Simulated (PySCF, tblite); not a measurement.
# Ge19: electronic excitations

Aim: compute the electronic excitations of Ge19.

Computed with tblite 0.8.0 and PySCF 2.14.0 and routines of our own; the level stands in each step. Atoms count from 0.

### Step 1. The system as given

19 atoms, charge 0, multiplicity 1; geometry from: force field, distance geometry or constructed start.

### Step 2. Optimising the geometry with GFN1-xTB

Job settings and geometry (Å):

```
{"job": {"kind": "relax", "xc": "GFN1-xTB", "basis": "xTB"}, "charge": 0, "multiplicity": 1}
Ge    -0.358400     3.322100    -0.096800
Ge     2.551200    -1.826100     0.367400
Ge     2.226800     0.357100     1.831400
Ge     0.204300    -1.056000    -1.040100
Ge     0.853500    -3.473300    -0.558000
Ge     0.339400    -1.680500     1.526900
Ge    -2.578200    -1.149300    -1.413000
Ge     0.205900     0.878600     0.502200
Ge    -0.961600    -0.135000    -3.067300
Ge     0.681700     2.652500     2.283200
Ge    -1.497200    -2.885100     0.101700
Ge    -0.279300     0.368800     2.973900
Ge     2.104900     2.599700     0.161700
Ge    -0.913200    -2.805400    -2.442100
Ge    -1.803000     2.052200     1.627100
Ge    -1.942000    -0.489200     1.027400
Ge     0.552400     1.670800    -1.935400
Ge    -1.852500     1.281500    -0.989800
Ge     2.459600     0.322200    -0.864900
```

Command:

```sh
$ OMP_NUM_THREADS=8 python large_run.py task.json out
```

The driver reads the jobs from task.json and runs them one after another.

What it wrote:

```text
step      E/eV     max force
  0    -863.13382    1.266
  1    -863.29900    1.211
  2    -864.29848    1.295
  3    -864.43648    1.254
  4    -864.59011    0.781
  5    -864.72181    0.678
  6    -864.83047    0.860
  7    -864.93194    0.849
  8    -864.97207    0.708
  9    -865.03607    0.446
 10    -865.08382    0.391
 11    -865.11025    0.459
 12    -865.13853    0.462
 13    -865.18953    0.450
 14    -865.23426    0.394
 15    -865.26460    0.399
 16    -865.28916    0.392
 17    -865.31884    0.421
 18    -865.36353    0.428
 19    -865.40764    0.509
 20    -865.44095    0.410
 21    -865.46239    0.309
 22    -865.48159    0.316
 23    -865.51951    0.358
 24    -865.55864    0.371
 25    -865.58831    0.421
 26    -865.62020    0.504
 27    -865.65401    0.537
 28    -865.68207    0.509
 29    -865.71021    0.411
 30    -865.72959    0.320
 31    -865.74227    0.250
 32    -865.75654    0.278
 33    -865.76942    0.303
 34    -865.78271    0.323
 35    -865.79304    0.219
 36    -865.80188    0.190
 37    -865.80852    0.198
 38    -865.82588    0.278
 39    -865.83510    0.258
 40    -865.84222    0.198
 41    -865.84824    0.191
 42    -865.85589    0.176
 43    -865.86499    0.200
 44    -865.87266    0.185
 45    -865.87861    0.161
 46    -865.88411    0.176
 47    -865.89108    0.184
 48    -865.89881    0.186
 49    -865.90523    0.177
 50    -865.91164    0.209
 51    -865.92140    0.208
 52    -865.93564    0.272
 53    -865.95637    0.322
 54    -865.97529    0.265
 55    -865.98620    0.210
 56    -865.99803    0.222
 57    -866.01707    0.251
 58    -866.03281    0.211
 59    -866.04281    0.184
 60    -866.05044    0.170
 61    -866.05966    0.200
 62    -866.06999    0.182
 63    -866.07781    0.142
 64    -866.08204    0.142
 65    -866.08528    0.134
 66    -866.08962    0.110
 67    -866.09667    0.152
 68    -866.10272    0.194
 69    -866.10738    0.185
 70    -866.11222    0.143
 71    -866.11942    0.153
 72    -866.12956    0.185
 73    -866.14084    0.274
 74    -866.15272    0.326
 75    -866.16980    0.375
 76    -866.19948    0.317
 77    -866.22891    0.303
 78    -866.24092    0.261
 79    -866.25508    0.287
 80    -866.26302    0.244
 81    -866.27467    0.183
 82    -866.28632    0.139
 83    -866.29748    0.154
 84    -866.30333    0.142
 85    -866.30737    0.131
 86    -866.31250    0.109
 87    -866.31841    0.126
 88    -866.32291    0.152
 89    -866.32714    0.172
 90    -866.33216    0.141
 91    -866.33732    0.139
 92    -866.34114    0.133
 93    -866.34367    0.118
 94    -866.34639    0.125
 95    -866.35019    0.111
 96    -866.35449    0.104
 97    -866.35786    0.105
 98    -866.36008    0.104
 99    -866.36241    0.104
100    -866.36597    0.112
101    -866.37076    0.134
102    -866.37666    0.186
103    -866.38554    0.305
104    -866.37459    0.533
105    -866.40459    0.430
106    -866.42114    0.447
107    -866.46007    0.480
108    -866.51918    0.440
109    -866.57296    0.453
110    -866.60944    0.450
111    -866.63030    0.405
112    -866.68474    0.346
113    -866.73499    0.467
114    -866.77462    0.466
115    -866.80573    0.410
116    -866.83484    0.402
117    -866.88509    0.396
118    -866.95119    0.436
119    -866.98927    0.391
120    -867.01372    0.364
121    -867.03393    0.279
122    -867.05269    0.223
123    -867.07057    0.208
124    -867.08044    0.211
125    -867.08623    0.217
126    -867.09346    0.193
127    -867.10764    0.179
128    -867.12404    0.191
129    -867.13818    0.236
130    -867.14828    0.245
131    -867.15687    0.224
132    -867.16951    0.259
133    -867.18787    0.249
134    -867.20418    0.260
135    -867.21540    0.250
136    -867.22296    0.235
137    -867.23182    0.201
138    -867.24336    0.160
139    -867.25334    0.168
140    -867.25828    0.189
141    -867.26063    0.137
142    -867.26298    0.083
143    -867.26632    0.074
144    -867.26792    0.065
145    -867.26861    0.049
146    -867.26917    0.048
147    -867.27013    0.057
148    -867.27141    0.058
149    -867.27260    0.052
150    -867.27338    0.046
151    -867.27384    0.039
152    -867.27423    0.033
153    -867.27465    0.031
154    -867.27509    0.030
155    -867.27550    0.029
156    -867.27577    0.022
157    -867.27592    0.026
158    -867.27603    0.028
159    -867.27615    0.028
160    -867.27632    0.027
161    -867.27650    0.025
162    -867.27661    0.024
163    -867.27668    0.021
164    -867.27676    0.018
```

It took 11 s on 8 threads of Arm Neoverse V1, shared host; peak memory 0.16 GiB.

Relaxation path:

| step | energy from step 0 (eV) | largest force (eV/Å) |
| --- | --- | --- |
| 0 | 0.0000 | 1.2657 |
| 1 | -0.1652 | 1.2117 |
| 2 | -1.1647 | 1.2951 |
| 3 | -1.3027 | 1.2535 |
| 4 | -1.4563 | 0.7810 |
| 5 | -1.5880 | 0.6782 |
| 6 | -1.6966 | 0.8592 |
| 7 | -1.7981 | 0.8492 |
| 8 | -1.8383 | 0.7077 |
| 21 | -2.3286 | 0.3091 |
| 35 | -2.6592 | 0.2195 |
| 49 | -2.7714 | 0.1769 |
| 63 | -2.9440 | 0.1421 |
| 77 | -3.0951 | 0.3025 |
| 90 | -3.1983 | 0.1407 |
| 104 | -3.2408 | 0.5336 |
| 118 | -3.8174 | 0.4361 |
| 132 | -4.0357 | 0.2589 |
| 146 | -4.1354 | 0.0481 |
| 160 | -4.1425 | 0.0265 |
| 161 | -4.1427 | 0.0251 |
| 162 | -4.1428 | 0.0233 |
| 163 | -4.1429 | 0.0214 |
| 164 | -4.1429 | 0.0181 |

Close pairs (by a distance rule), those that changed most:

| bond | before (Å) | after (Å) | change (Å) |
| --- | --- | --- | --- |
| Ge1–Ge5 | 2.502 | 4.635 | +2.134 |
| Ge3–Ge17 | 3.114 | 5.007 | +1.893 |
| Ge2–Ge9 | 2.804 | 4.649 | +1.845 |
| Ge9–Ge17 | 4.361 | 2.523 | -1.838 |
| Ge0–Ge14 | 2.583 | 4.407 | +1.824 |
| Ge3–Ge15 | 3.034 | 4.696 | +1.662 |
| Ge9–Ge11 | 2.572 | 4.195 | +1.622 |
| Ge5–Ge6 | 4.176 | 2.705 | -1.471 |

The final coordinates are the input of the step that follows.

### Step 3. Electronic excitations: TDA PBE0/def2-SVP

Job settings and geometry (Å):

```
{"job": {"kind": "uv", "basis": "def2-SVP", "grid": 1, "kgrid": 0, "vcut": 1.5, "nstates": 6, "ntriplets": 2, "tda": true, "delta": [], "pop": true, "xc": "PBE0"}, "charge": 0, "multiplicity": 1}
Ge     1.003346     3.679316    -0.479065
Ge     3.022546    -0.968464    -0.759999
Ge     2.449422     0.044316     1.409017
Ge     0.930988    -1.890088    -1.483736
Ge     0.357035    -3.468992     0.348075
Ge    -1.088907    -1.696458     1.253126
Ge    -1.998681    -1.387161    -1.275106
Ge     0.392534     1.338599     0.702591
Ge    -0.458900    -0.493919    -2.913083
Ge    -0.613075     3.541779     1.409838
Ge    -2.142329    -3.657958    -0.004692
Ge     0.320033    -0.344844     2.681578
Ge     2.626980     2.525949     1.078655
Ge    -0.812132    -3.580201    -2.028175
Ge    -1.440142     1.495542     2.466990
Ge    -2.899549    -0.174102     0.621087
Ge    -0.072717     1.699671    -1.835514
Ge    -1.900015     2.011296    -0.128440
Ge     2.317878     1.331272    -1.067723
```

With the program's defaults for keys left out, this is: TDA PBE0/def2-SVP, vertical, gas phase, core orbitals frozen in the response, virtual orbitals cut by energy.

What it wrote:

```text
start: PBE on a coarse grid of 132678 points
cycle   1  E = -39452.3904631950  dE = -7.318e+00  |g| = 1.847e+00  |ddm| = 9.646e+00
cycle   2  E = -39451.5663784810  dE =  8.241e-01  |g| = 2.547e+00  |ddm| = 5.155e+00
cycle   3  E = -39448.8530241405  dE =  2.713e+00  |g| = 3.161e+00  |ddm| = 6.585e+00
cycle   4  E = -39452.5137134559  dE = -3.661e+00  |g| = 6.799e-01  |ddm| = 4.191e+00
cycle   5  E = -39452.5401343835  dE = -2.642e-02  |g| = 6.007e-01  |ddm| = 1.635e+00
cycle   6  E = -39452.6838328753  dE = -1.437e-01  |g| = 1.298e-01  |ddm| = 1.082e+00
cycle   7  E = -39452.6694918188  dE =  1.434e-02  |g| = 2.387e-01  |ddm| = 5.429e-01
cycle   8  E = -39452.6886881632  dE = -1.920e-02  |g| = 6.255e-02  |ddm| = 4.063e-01
cycle   9  E = -39452.6898257712  dE = -1.138e-03  |g| = 2.466e-02  |ddm| = 1.404e-01
cycle  10  E = -39452.6899957425  dE = -1.700e-04  |g| = 1.221e-02  |ddm| = 5.569e-02
cycle  11  E = -39452.6900470626  dE = -5.132e-05  |g| = 6.827e-03  |ddm| = 2.975e-02
final grid: 132678 points
cycle  12  E = -39453.6157183599  dE = -1.843e-02  |g| = 2.957e-01  |ddm| = 1.096e+00
cycle  13  E = -39453.6130064547  dE =  2.712e-03  |g| = 3.076e-01  |ddm| = 7.337e-01
cycle  14  E = -39453.6163095940  dE = -3.303e-03  |g| = 1.340e-01  |ddm| = 5.084e-01
cycle  15  E = -39453.6230954933  dE = -6.786e-03  |g| = 1.422e-02  |ddm| = 2.407e-01
cycle  16  E = -39453.6231296992  dE = -3.421e-05  |g| = 1.103e-02  |ddm| = 4.282e-02
cycle  17  E = -39453.6231669752  dE = -3.728e-05  |g| = 5.148e-03  |ddm| = 2.548e-02
cycle  18  E = -39453.6231575087  dE =  9.467e-06  |g| = 2.723e-03  |ddm| = 1.317e-02
cycle  19  E = -39453.6231792773  dE = -2.177e-05  |g| = 8.070e-04  |ddm| = 5.779e-03
cycle  20  E = -39453.6231693557  dE =  9.922e-06  |g| = 4.931e-04  |ddm| = 2.168e-03
cycle  21  E = -39453.6231774649  dE = -8.109e-06  |g| = 4.358e-04  |ddm| = 1.483e-03
cycle  22  E = -39453.6231675487  dE =  9.916e-06  |g| = 1.477e-04  |ddm| = 9.557e-04
cycle  23  E = -39453.6231771085  dE = -9.560e-06  |g| = 8.438e-05  |ddm| = 4.531e-04
converged SCF energy = -39453.6231771085

Static polarisability (au): isotropic 582.281, principal 475.187 540.600 731.056

Singlet excitations
state   eV       nm        f      main configurations
  1   1.2965    956.3   0.00080   H->L 0.98
  2   1.4939    829.9   0.00144   H->L+1 0.89
  3   1.5520    798.9   0.00078   H-1->L 0.87
  4   1.6410    755.5   0.00029   H-2->L 0.49, H->L+2 0.44
  5   1.6823    737.0   0.00285   H->L+2 0.48, H-2->L 0.40
  6   1.7791    696.9   0.00028   H-1->L+1 0.75, H-3->L 0.14

Triplet excitations (Tamm-Dancoff, eV): 1.1151 1.2804
```

Wall time 2.9 min (8 threads of Arm Neoverse V1, shared host); peak memory 6 GiB.

The orbitals next to the gap, with their largest atomic shares:

| orbital | eV | atoms |
| --- | --- | --- |
| HOMO−4 | -6.25 | Ge4 11 %, Ge1 10 %, Ge8 9 % |
| HOMO−3 | -6.07 | Ge5 13 %, Ge8 11 %, Ge10 10 % |
| HOMO−2 | -5.92 | Ge8 22 %, Ge4 12 %, Ge13 10 % |
| HOMO−1 | -5.86 | Ge0 14 %, Ge11 13 %, Ge14 10 % |
| HOMO | -5.58 | Ge15 16 %, Ge16 12 %, Ge1 10 % |
| LUMO | -3.48 | Ge12 12 %, Ge0 11 %, Ge9 9 % |
| LUMO+1 | -3.26 | Ge18 12 %, Ge0 11 %, Ge11 8 % |
| LUMO+2 | -3.12 | Ge13 14 %, Ge9 12 %, Ge14 8 % |
| LUMO+3 | -2.68 | Ge5 14 %, Ge15 10 %, Ge6 9 % |

With each of the 6 states as a Gaussian band of 0.4 eV half-width at 1/e, the curve within the window shown has maxima at 778 nm (ε 240) L/(mol cm). Beyond the last state computed it falls off for lack of states. The curve at chosen wavelengths:

(nm, ε (L/mol/cm)): (596, 66), (632, 115), (668, 164), (704, 203), (740, 227), (777, 235), (813, 230), (849, 215), (885, 196), (921, 174), (957, 152), (993, 132), (1029, 113), (1066, 96), (1102, 81), (1138, 69), (1174, 59), (1210, 50), (1246, 42), (1282, 36), (1318, 31), (1355, 26), (1391, 22), (1427, 19), (1463, 17), (1499, 14)

Leading natural transition orbitals of singlet state 5: the hole lies on Ge1 19 %; Ge8, Ge16 about 10 % each; Ge15 9 %; the particle on Ge13 17 %; Ge10 13 %; Ge0, Ge5, Ge18 about 7 % each.

Leading natural transition orbitals of singlet state 1: the hole lies on Ge15 16 %; Ge1, Ge16 about 11 % each; Ge2, Ge11, Ge17 about 8 % each; the particle on Ge0, Ge12 about 12 % each; Ge4, Ge9 about 9 % each; Ge1, Ge2, Ge17 about 6 % each.

Ground-state properties from the same run:

| property | computed |
| --- | --- |
| dipole moment (D) | 1.73 |
| polarisability (Å³) | 86.29 |
| HOMO–LUMO gap (eV) | 2.10 |
| −ε(HOMO) (eV) | 5.58 |

The fields below are evaluated on a grid from the run's orbitals.

Frontier orbitals at PBE0/def2-SVP, with the share of their density that lies nearest to each atom:

| orbital | energy (eV) | lies on |
| --- | --- | --- |
| HOMO | -5.58 | Ge15 15 %; Ge1, Ge16 about 11 % each; Ge2, Ge11, Ge17 about 8 % each |
| LUMO | -3.48 | Ge0, Ge12 about 12 % each; Ge2, Ge4, Ge9 about 8 % each; Ge1 7 % |

ELF in a plane through or near 4 of the atoms.

Values, 10 rows by 14 columns:
```
0.00 0.00 0.00 0.00 0.00 0.00 0.00 0.00 0.08 0.11 0.01 0.00 0.00 0.00
0.00 0.00 0.00 0.00 0.01 0.01 0.01 0.40 0.81 0.42 0.01 0.00 0.00 0.00
0.00 0.02 0.34 0.50 0.21 0.21 0.21 0.27 0.30 0.66 0.03 0.10 0.10 0.00
0.01 0.24 0.85 0.43 0.22 0.41 0.43 0.29 0.20 0.31 0.28 0.69 0.77 0.11
0.00 0.06 0.43 0.42 0.40 0.33 0.46 0.09 0.49 0.24 0.53 0.31 0.50 0.09
0.00 0.06 0.40 0.30 0.42 0.22 0.48 0.07 0.33 0.24 0.29 0.24 0.59 0.13
0.00 0.04 0.20 0.46 0.52 0.18 0.32 0.20 0.27 0.47 0.64 0.32 0.68 0.11
0.00 0.00 0.04 0.23 0.58 0.38 0.53 0.31 0.62 0.33 0.40 0.16 0.07 0.00
0.00 0.00 0.00 0.03 0.23 0.44 0.54 0.55 0.44 0.12 0.03 0.00 0.00 0.00
0.00 0.00 0.00 0.00 0.00 0.02 0.15 0.33 0.09 0.00 0.00 0.00 0.00 0.00
```
The map spans 13.3 Å across and 11.6 Å up, centred on the molecule. Atoms in the plane (x, y in Å): Ge3 (1.8, -1.8), Ge9 (-3.4, 1.8), Ge15 (0.9, 2.8), Ge18 (-1.7, -2.3).

On the surface of density 0.002 e/bohr³ the electrostatic potential runs, from the 1st to the 99th percentile, from -0.36 to 0.88 V.

### Step 4. What came out

```
                                                                  quantity                        value
                                            lowest singlet (PBE0/def2-SVP)  1.30 eV (956 nm), f = 0.001
                                  brightest single state of those computed  state 5, 1.68 eV, f = 0.003
                                                            lowest triplet                      1.12 eV
potential on the surface of density 0.002 e/bohr³, 1st and 99th percentile           -0.36 V and 0.88 V
```

In words: The lowest singlet, at 1.30 eV, is HOMO→LUMO 0.98 and is dark; of the 6 states computed, the strongest absorption comes from state 5 at 1.68 eV. The lowest triplet lies 0.18 eV below the lowest singlet. By nearest atom (PBE0/def2-SVP), the HOMO sits on Ge15 15 %; Ge1, Ge16 about 11 % each and the LUMO on Ge0, Ge12 about 12 % each; Ge2, Ge4, Ge9 about 8 % each.
